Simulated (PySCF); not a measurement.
# MnCl₂: relaxation and vibrations of the doublet

The task is one start of a wider search on MnCl₂: the doublet, from a linear start. It is relaxed, tested by its Hessian and followed downhill if it is a saddle.

The runs use PySCF 2.14.0; PBE, basis Mn def2-TZVP, Cl def2-TZVP, no relativity, density fitting.

## (1) Where the work starts

3 atoms, charge 0, spin multiplicity 2.

Bond lengths: Mn1–Cl2 2.180 Å, Mn1–Cl3 2.180 Å. Angles: Cl2–Mn1–Cl3 180.0°.

```xyz
3
charge 0 multiplicity 2
Mn    0.0000    0.0000    0.0000
Cl    0.0000    0.0000    2.1800
Cl    0.0000    0.0000   -2.1800
```

## (2) Finding the electronic state

The steps below are one call of a driver around PySCF. For each, scf.py gives the equivalent set-up of the SCF; relaxations use the driver's own optimiser. After this first run the driver tries any further starts and a stability analysis.

scf.py reads:

```python
from pyscf import gto, scf, dft
mol = gto.M(atom='''
Mn     0.000000     0.000000     0.000000
Cl     0.000000     0.000000     2.180000
Cl     0.000000     0.000000    -2.180000''',
    basis={'Mn': 'def2-TZVP', 'Cl': 'def2-TZVP'},
    charge=0, spin=1)
mf = dft.UKS(mol, xc='PBE')
mf.grids.atom_grid = (50, 194)
aux = {'Mn': 'def2-universal-JKFIT', 'Cl': 'def2-universal-JKFIT'}
mf = mf.density_fit(auxbasis=aux)
mf.conv_tol = 1e-08
mf.diis_space = 10
mf.max_cycle = 60
mf.init_guess = 'minao'
mf.verbose = 4
mf.kernel()
```

Command:

```console
> OMP_NUM_THREADS=2 python axn.py task.json out
```

What it wrote:

```text
init E= -2069.89734167037
[... the frontier-level lines of each cycle are left out ...]
cycle= 1 E= -2060.92828931817  delta_E= 8.97  |g|=    4  |ddm|= 4.96
cycle= 2 E= -2004.03073406795  delta_E= 56.9  |g|= 12.8  |ddm|= 10.6
cycle= 3 E= -2037.74986692659  delta_E= -33.7  |g|= 10.1  |ddm|= 5.86
cycle= 4 E= -2043.12129509353  delta_E= -5.37  |g|= 9.36  |ddm|= 1.74
cycle= 5 E= -2044.91309013051  delta_E= -1.79  |g|= 9.09  |ddm|= 0.402
cycle= 6 E= -2048.5363106917  delta_E= -3.62  |g|= 8.38  |ddm|= 0.762
cycle= 7 E= -2055.54224047237  delta_E= -7.01  |g|=  7.1  |ddm|= 2.59
cycle= 8 E= -2055.61476742492  delta_E= -0.0725  |g|= 7.01  |ddm|= 0.394
cycle= 9 E= -2055.79604040902  delta_E= -0.181  |g|= 6.98  |ddm|= 0.124
cycle= 10 E= -2057.27196850137  delta_E= -1.48  |g|=  6.6  |ddm|= 0.459
cycle= 11 E= -2057.89810463876  delta_E= -0.626  |g|= 6.45  |ddm|= 0.266
cycle= 12 E= -1999.40445359183  delta_E= 58.5  |g|= 6.88  |ddm|= 12.3
cycle= 13 E= -2049.24277776572  delta_E= -49.8  |g|= 7.96  |ddm|= 12.8
cycle= 14 E= -2049.26927192743  delta_E= -0.0265  |g|= 7.92  |ddm|= 0.194
cycle= 15 E= -2049.44825101391  delta_E= -0.179  |g|= 7.98  |ddm|= 0.963
cycle= 16 E= -2048.94004356838  delta_E= 0.508  |g|=  8.1  |ddm|= 0.281
cycle= 17 E= -2048.4223764599  delta_E= 0.518  |g|= 8.18  |ddm|= 0.13
cycle= 18 E= -2049.74566050393  delta_E= -1.32  |g|= 7.98  |ddm|= 0.363
cycle= 19 E= -2040.47333730133  delta_E= 9.27  |g|= 8.95  |ddm|= 2.51
cycle= 20 E= -2038.68749473204  delta_E= 1.79  |g|= 9.15  |ddm|= 0.714
cycle= 21 E= -2035.42538328546  delta_E= 3.26  |g|= 9.68  |ddm|= 0.811
cycle= 22 E= -2032.82744175568  delta_E=  2.6  |g|= 10.2  |ddm|= 1.79
cycle= 23 E= -1962.00430406021  delta_E= 70.8  |g|= 7.62  |ddm|= 13.5
cycle= 24 E= -2037.67375497474  delta_E= -75.7  |g|= 8.97  |ddm|= 13.2
cycle= 25 E= -2037.56737137537  delta_E= 0.106  |g|= 8.91  |ddm|= 0.505
cycle= 26 E= -2032.78159242941  delta_E= 4.79  |g|= 9.77  |ddm|= 1.21
cycle= 27 E= -2028.42172524222  delta_E= 4.36  |g|= 10.5  |ddm|= 1.98
cycle= 28 E= -2023.22648834749  delta_E=  5.2  |g|= 11.1  |ddm|= 1.85
cycle= 29 E= -2021.86931574401  delta_E= 1.36  |g|= 11.3  |ddm|= 0.575
cycle= 30 E= -2022.47593638811  delta_E= -0.607  |g|= 11.3  |ddm|= 0.199
cycle= 31 E= -2020.14493538126  delta_E= 2.33  |g|= 11.5  |ddm|= 1.25
cycle= 32 E= -2019.34130838914  delta_E= 0.804  |g|= 11.7  |ddm|= 0.715
cycle= 33 E= -2018.79113241976  delta_E= 0.55  |g|= 11.7  |ddm|= 0.424
cycle= 34 E= -1874.97299167899  delta_E=  144  |g|= 12.5  |ddm|= 19.4
cycle= 35 E= -2034.07786038394  delta_E= -159  |g|= 7.33  |ddm|= 19.6
cycle= 36 E= -2042.36604879016  delta_E= -8.29  |g|= 7.27  |ddm|=  9.2
cycle= 37 E= -2059.18850596829  delta_E= -16.8  |g|= 5.44  |ddm|= 4.76
cycle= 38 E= -2067.2703957848  delta_E= -8.08  |g|= 2.56  |ddm|= 2.85
cycle= 39 E= -2069.54639329699  delta_E= -2.28  |g|= 1.69  |ddm|= 2.37
cycle= 40 E= -2062.91958195813  delta_E= 6.63  |g|= 4.56  |ddm|=  2.2
cycle= 41 E= -2067.43540716088  delta_E= -4.52  |g|= 3.35  |ddm|= 0.79
cycle= 42 E= -2067.4759043703  delta_E= -0.0405  |g|=  3.3  |ddm|= 0.0623
cycle= 43 E= -2070.45787050171  delta_E= -2.98  |g|= 0.997  |ddm|= 1.09
cycle= 44 E= -2070.63531097402  delta_E= -0.177  |g|= 0.47  |ddm|= 1.62
cycle= 45 E= -2070.57103799819  delta_E= 0.0643  |g|= 0.814  |ddm|= 1.56
cycle= 46 E= -2070.75877222649  delta_E= -0.188  |g|= 0.379  |ddm|= 0.279
cycle= 47 E= -2070.83437668157  delta_E= -0.0756  |g|=  0.2  |ddm|= 0.525
cycle= 48 E= -2070.8481643163  delta_E= -0.0138  |g|= 0.0476  |ddm|= 0.117
cycle= 49 E= -2070.85041906068  delta_E= -0.00225  |g|= 0.178  |ddm|= 0.851
cycle= 50 E= -2070.85370619861  delta_E= -0.00329  |g|= 0.16  |ddm|= 0.0204
cycle= 51 E= -2070.85758212633  delta_E= -0.00388  |g|= 0.14  |ddm|= 0.0338
cycle= 52 E= -2070.86717954658  delta_E= -0.0096  |g|= 0.0613  |ddm|= 0.117
cycle= 53 E= -2070.86864104056  delta_E= -0.00146  |g|= 0.0384  |ddm|= 0.0507
cycle= 54 E= -2070.86947135346  delta_E= -0.00083  |g|= 0.0105  |ddm|= 0.0614
cycle= 55 E= -2070.86954171653  delta_E= -7.04e-05  |g|= 0.00687  |ddm|= 0.0213
cycle= 56 E= -2070.86958965232  delta_E= -4.79e-05  |g|= 0.00201  |ddm|= 0.0205
cycle= 57 E= -2070.8696034827  delta_E= -1.38e-05  |g|= 0.00205  |ddm|= 0.0151
cycle= 58 E= -2070.86961934132  delta_E= -1.59e-05  |g|= 0.0019  |ddm|= 0.0212
cycle= 59 E= -2070.86962505745  delta_E= -5.72e-06  |g|= 0.000607  |ddm|= 0.00764
cycle= 60 E= -2070.86963317791  delta_E= -8.12e-06  |g|= 0.000448  |ddm|= 0.0173
SCF not converged.
init E= -2069.89734167037
cycle= 1 E= -2062.83241740309  delta_E= 7.06  |g|= 4.03  |ddm|= 4.25
cycle= 2 E= -2017.949088616  delta_E= 44.9  |g|=   12  |ddm|=    9
cycle= 3 E= -2039.34624764197  delta_E= -21.4  |g|=  9.8  |ddm|= 4.37
cycle= 4 E= -2045.02668523427  delta_E= -5.68  |g|= 9.08  |ddm|= 1.33
cycle= 5 E= -2049.45772717413  delta_E= -4.43  |g|= 8.12  |ddm|= 0.726
cycle= 6 E= -2058.69400341957  delta_E= -9.24  |g|= 6.24  |ddm|= 2.62
cycle= 7 E= -2060.43574198467  delta_E= -1.74  |g|=  5.8  |ddm|= 0.592
cycle= 8 E= -2060.9430257939  delta_E= -0.507  |g|= 5.69  |ddm|= 0.223
cycle= 9 E= -2061.26223051592  delta_E= -0.319  |g|= 5.64  |ddm|= 0.113
cycle= 10 E= -2061.63937544438  delta_E= -0.377  |g|= 5.56  |ddm|= 0.0905
cycle= 11 E= -2064.99498801476  delta_E= -3.36  |g|= 4.49  |ddm|= 0.491
cycle= 12 E= -2056.67464927402  delta_E= 8.32  |g|= 4.52  |ddm|= 14.9
cycle= 13 E= -2070.67101210366  delta_E=  -14  |g|= 0.45  |ddm|= 14.5
cycle= 14 E= -2070.8089066297  delta_E= -0.138  |g|= 0.226  |ddm|= 0.805
cycle= 15 E= -2070.82147136812  delta_E= -0.0126  |g|= 0.165  |ddm|= 0.298
cycle= 16 E= -2070.82843109326  delta_E= -0.00696  |g|= 0.0941  |ddm|= 0.137
cycle= 17 E= -2070.83285162143  delta_E= -0.00442  |g|= 0.0179  |ddm|= 0.091
cycle= 18 E= -2070.83313251441  delta_E= -0.000281  |g|= 0.0305  |ddm|= 0.0467
cycle= 19 E= -2070.83332186433  delta_E= -0.000189  |g|= 0.0233  |ddm|= 0.0224
cycle= 20 E= -2070.83354251095  delta_E= -0.000221  |g|= 0.00367  |ddm|= 0.0145
cycle= 21 E= -2070.83358111756  delta_E= -3.86e-05  |g|= 0.00312  |ddm|= 0.00763
cycle= 22 E= -2070.83360663047  delta_E= -2.55e-05  |g|= 0.00305  |ddm|= 0.00609
cycle= 23 E= -2070.83362442499  delta_E= -1.78e-05  |g|= 0.00177  |ddm|= 0.00488
cycle= 24 E= -2070.83363361073  delta_E= -9.19e-06  |g|= 0.00139  |ddm|= 0.00346
cycle= 25 E= -2070.83363885032  delta_E= -5.24e-06  |g|= 0.00124  |ddm|= 0.00268
cycle= 26 E= -2070.83364197448  delta_E= -3.12e-06  |g|= 0.00106  |ddm|= 0.00212
cycle= 27 E= -2070.83364368628  delta_E= -1.71e-06  |g|= 0.000809  |ddm|= 0.00152
cycle= 28 E= -2070.83364455544  delta_E= -8.69e-07  |g|= 0.000694  |ddm|= 0.0011
cycle= 29 E= -2070.83364504466  delta_E= -4.89e-07  |g|= 0.000541  |ddm|= 0.00079
cycle= 30 E= -2070.83364529969  delta_E= -2.55e-07  |g|= 0.000428  |ddm|= 0.000561
cycle= 31 E= -2070.83364544303  delta_E= -1.43e-07  |g|= 0.000294  |ddm|= 0.000395
cycle= 32 E= -2070.8336455136  delta_E= -7.06e-08  |g|= 0.000218  |ddm|= 0.000286
cycle= 33 E= -2070.83364554941  delta_E= -3.58e-08  |g|= 0.000176  |ddm|= 0.000205
cycle= 34 E= -2070.83364556917  delta_E= -1.98e-08  |g|= 0.000137  |ddm|= 0.000147
cycle= 35 E= -2070.83364557984  delta_E= -1.07e-08  |g|= 0.000107  |ddm|= 0.000106
cycle= 36 E= -2070.83364558574  delta_E= -5.91e-09  |g|= 8.09e-05  |ddm|= 7.62e-05
Extra cycle  E= -2070.83062657778  delta_E= 0.00302  |g|= 0.194  |ddm|= 0.848
SCF not converged.
macro= 0  E= -2070.84201595299  delta_E= -0.0113894  |g|= 0.132747  3 KF 19 JK
macro= 1  E= -2070.85378277877  delta_E= -0.0117668  |g|= 0.061078  3 KF 20 JK
macro= 2  E= -2070.8561211094  delta_E= -0.00233833  |g|= 0.0259607  3 KF 12 JK
macro= 3  E= -2070.85648114496  delta_E= -0.000360036  |g|= 0.0024048  4 KF 16 JK
macro= 4  E= -2070.85651686637  delta_E= -3.57214e-05  |g|= 0.00285899  3 KF 17 JK
macro= 5  E= -2070.85655107827  delta_E= -3.42119e-05  |g|= 0.001507  3 KF 20 JK
macro= 6  E= -2070.85655047658  delta_E= 6.01688e-07  |g|= 0.000158182  2 KF 14 JK
macro= 7  E= -2070.8565504857  delta_E= -9.11723e-09  |g|= 3.93575e-05  1 KF 7 JK
macro X = 8  E=-2070.8565504857  |g|= 3.93575e-05  total 23 KF 134 JK
converged SCF energy = -2070.8565504857  <S^2> = 1.7615336  2S+1 = 2.8365709
```

This step, with its further starts and checks, took 2.5 min on 2 threads of Arm Neoverse N1, shared host.

The starts that the driver tried:

```csv
start,energy (Eh)
the minimal-basis guess,-2070.856550
a thermally smeared density,-2070.869507
a smeared PBE density,-2070.869118
```

Where DIIS stalls, the driver goes on with a level shift of 0.3 Eh and then with a second-order solver.

This is not the lowest solution: one lies 41.0 kJ/mol lower, at -2070.87216 Eh, and the relaxation starts from that.

## (3) Relaxation: linear start, doublet

The program finds D∞h symmetry in the start, which this walk keeps.

scf.py: that of step 2 with these lines changed.

```diff
@@ -15 +14,0 @@
-mf.init_guess = 'minao'
```

The optimiser's trace:

```csv
step,energy (Eh),change (kJ/mol),largest symmetric gradient (Eh/bohr)
0,-2070.872163,0.00,0.01146
1,-2070.872955,-2.08,0.00530
2,-2070.873152,-2.60,0.00053
3,-2070.873153,-2.60,0.00003
```

The walk took 26 s.

Positions (Å) and forces (eV/Å) along the way:

```
step 0
Mn   0.000   0.000   0.000   0.000   0.000   0.000
Cl   0.000   0.000   2.180  -0.001  -0.001  -0.589
Cl   0.000   0.000  -2.180   0.001   0.001   0.589
step 1
Mn   0.000   0.000   0.000   0.000   0.000   0.000
Cl   0.000   0.000   2.155  -0.001  -0.001  -0.273
Cl   0.000   0.000  -2.155   0.001   0.001   0.273
step 2
Mn   0.000   0.000   0.000   0.000   0.000   0.000
Cl   0.000   0.000   2.134  -0.001  -0.001   0.027
Cl   0.000   0.000  -2.134   0.001   0.001  -0.027
step 3
Mn   0.000   0.000   0.000   0.000   0.000   0.000
Cl   0.000   0.000   2.136  -0.001  -0.002  -0.002
Cl   0.000   0.000  -2.136   0.001   0.002   0.002
```

End point (D∞h, 3 steps, 2.6 kJ/mol gained): Mn–Cl 2.136 Å (×2); Cl–Mn–Cl 180.0°.

## (4) Vibrations and properties at this point

On the finer grid the gradient is checked again; gradients at displacements of ±0.02 bohr then give force constants and infrared intensities.

scf.py: that of step 3 with these lines changed.

```diff
@@ -3,3 +3,3 @@
-Mn     0.000000     0.000000     0.000000
-Cl     0.000000     0.000000     2.180000
-Cl     0.000000     0.000000    -2.180000''',
+Mn     0.000000     0.000000    -0.000000
+Cl    -0.000000     0.000000     2.135620
+Cl     0.000000    -0.000000    -2.135620''',
@@ -9 +9 @@
-mf.grids.atom_grid = (50, 194)
+mf.grids.atom_grid = (75, 302)
@@ -12 +12 @@
-mf.conv_tol = 1e-08
+mf.conv_tol = 1e-10
```

The driver hands on the density of the step before, so the log starts near convergence.

Log of the central SCF (cycles and frontier levels):

```text
init E= -2070.87320624148
[... the frontier-level lines of each cycle are left out ...]
cycle= 1 E= -2070.87320624088  delta_E= 5.98e-10  |g|= 4.17e-05  |ddm|= 2.78e-05
cycle= 2 E= -2070.87320622161  delta_E= 1.93e-08  |g|= 0.000239  |ddm|= 0.000149
cycle= 3 E= -2070.87320624151  delta_E= -1.99e-08  |g|= 3.25e-06  |ddm|= 0.000125
cycle= 4 E= -2070.87320624151  delta_E= -6.37e-12  |g|= 8.83e-07  |ddm|= 4.04e-06
Extra cycle  E= -2070.87320624153  delta_E= -1.09e-11  |g|= 1.66e-06  |ddm|= 6.85e-06
converged SCF energy = -2070.87320624153  <S^2> = 2.6431246  2S+1 = 3.4018375
```

The whole step took 87 s.

Geometry: D∞h; Mn–Cl 2.136 Å (×2); Cl–Mn–Cl 180.0°.

Harmonic modes (main isotopes):

| ω (cm⁻¹) | IR (km/mol) | type |
| --- | --- | --- |
| 42 | 10.5 | bend |
| 67 | 11.4 | bend |
| 338 | 0.0 | stretch |
| 488 | 139 | stretch |

Every mode is real; the point is a minimum.

Here the density breaks the symmetry of the frame, and no labels are given; pairs that should be degenerate can split.

Constants and moments:

```yaml
Dipole_moment: 0.00 D
Highest_occupied_level: -6.06 eV
Lowest_empty_level: -5.46 eV
Rotational_constants: 0.05285 cm⁻¹
Zero-point_energy: 5.6 kJ/mol
Principal_polarisabilities: 35.4, 35.7, 94.2 bohr³
Atomisation_energy_without_zero-point_energy: 612 kJ/mol
Principal_traceless_quadrupole_moments_about_the_centre_of_mass: -9.00, 4.31, 4.68 D Å
Entropy_at_298.15_K_and_1_bar_electronic_part_spin_only: 293.5 J/(mol K)
Heat_capacity_Cp_at_298.15_K: 57.7 J/(mol K)
Enthalpy_at_298.15_K_above_0_K: 14.61 kJ/mol
Rotational_symmetry_number: 2
Spin_squared_⟨S²⟩: 2.643
```

Charges (e) and bond orders:

```tsv
atom	Mulliken	Löwdin	polar tensor	spin (Mulliken)	Mayer order to Mn1
Mn1	0.65	-0.13	1.09	0.93	–
Cl2,3	-0.32	0.07	-0.55	0.04	1.17
```

Mulliken populations on Mn1: s 6.52, p 12.28, d 5.54, f 0.00.

## (5) Real-space pictures of the lowest minimum

The plane holds Mn1 at (0.00, 0.00), Cl2 at (2.14, 0.00), Cl3 at (-2.14, 0.00) Å. Columns run from x = -4.05 to 4.35 Å, rows from y = 2.25 (top) to -1.95 Å, in steps of 0.3 Å.

Density (cut at 5 e/Å³):

Ten steps from '0' (0.000 e/Å³) to '9' (5.000 e/Å³), finer at the low end (step k begins (100^(k/10) - 1)/99 of the way up):
```
00000000000000000000000000000
00000000000000000000000000000
00000111110000000001111000000
00011222221111111122222110000
00123444432233322234444321000
00134666654456654456666431000
00246788765589985567887642000
01247899875799997578998742100
01247899875799997578998742100
00246788765589985567887642000
00134666654456654456666431000
00123444432223332234444321000
00011222221111111122222110000
00000111100000000011111000000
00000000000000000000000000000
```

ELF (0 where the density is under 0.005 e/Å³):

Ten even steps from '0' (0.00) to '9' (0.89):
```
00000000000000000000000000000
00001222110000000011222100000
00123454421111111124555421000
01246777652111111256777642100
02478999873111111378999874200
13689999984124421489999986310
14799711894168861498117997410
14799199294282293492991997410
14799199294392282492991997410
14799711894168861498117997410
13689999984124421489999986310
02478999873111111378999874200
01246777652111111256777642100
00124555421111111124454321000
00001222110000000011222100000
```

Spin density:

Ten even steps from '0' (-1.22 e/Å³) to '9' (4.54 e/Å³):
```
22222222222222222222222222222
22222222222222222222222222222
22222222222222222222222222222
22222222222222222222222222222
22222222222222222222222222222
22222222222222222222222222222
22222222222234522222222222222
22222222222239501222222222222
22222222222105932222222222222
22222222222225432222222222222
22222222222222222222222222222
22222222222222222222222222222
22222222222222222222222222222
22222222222222222222222222222
22222222222222222222222222222
```

Along Mn1–Cl2 (2.136 Å) the density is least, 0.70 e/Å³, about 0.96 Å from Mn1; ELF there is 0.21.

Values on the line from Mn1 (at 0) through Cl2 (at 2.136 Å):

```csv
distance (Å),density (e/Å³),ELF,electrostatic potential (V),spin density (e/Å³)
-0.75,1.39,0.297,28,-0.124
-0.53,5.99,0.752,70.2,-0.587
-0.32,20.2,0.559,256,-1.92
-0.11,435,0.817,1.76e+03,-0.601
0.21,42.5,0.187,574,-2.17
0.43,12.1,0.8,127,-1.14
0.64,2.8,0.562,42.6,-0.28
0.85,0.851,0.17,19.8,-0.0525
1.07,0.729,0.421,13.3,-0.00729
1.28,1.13,0.806,17.9,-0.00209
1.49,1.8,0.691,41.1,-0.00518
1.71,3.22,0.0898,111,-0.00426
1.92,56.2,0.86,403,-0.00788
2.24,199,0.395,1.26e+03,-0.0653
2.46,11.1,0.474,195,-0.00468
2.67,2.06,0.3,66,-0.0198
2.88,1.23,0.854,24.3,-0.0152
3.10,0.577,0.859,8.91,-0.00782
3.31,0.243,0.785,3.18,-0.00359
```

Making the fields took 2.6 s.

## (6) Outcome

```
                                          quantity                                value
                                           minimum      broken-symmetry (Ms = 1/2), D∞h
                                          geometry  Mn–Cl 2.136 Å (×2); Cl–Mn–Cl 180.0°
                                wavenumbers (cm⁻¹)                     42, 67, 338, 488
                                     dipole moment                               0.00 D
highest occupied, lowest empty level (either spin)                      -6.06, -5.46 eV
                        polar-tensor charge of Mn1                              +1.09 e
                                 zero-point energy                           5.6 kJ/mol
                               entropy at 298.15 K                      293.5 J/(mol K)
         atomisation energy (no zero-point energy)                           612 kJ/mol
                                              ⟨S²⟩                                2.643
```

The linear start keeps its D∞h symmetry and ends in a minimum. The determinant is spin-contaminated (⟨S²⟩ = 2.64 against 0.75), so it is no pure spin state. In the infrared the band at 488 cm⁻¹ (stretch) leads. The dipole vanishes although Mn1 carries +1.1 e by the polar tensor: the bond dipoles cancel. The first SCF alone would have been 41 kJ/mol too high. Only this shape and spin were tried, so other structures or states may lie lower. The SCF density has lower symmetry than the nuclear frame. One determinant may miss the lowest occupation of an open d or f shell.

The search up to here took 4.4 min on 2 threads of Arm Neoverse N1, shared host.
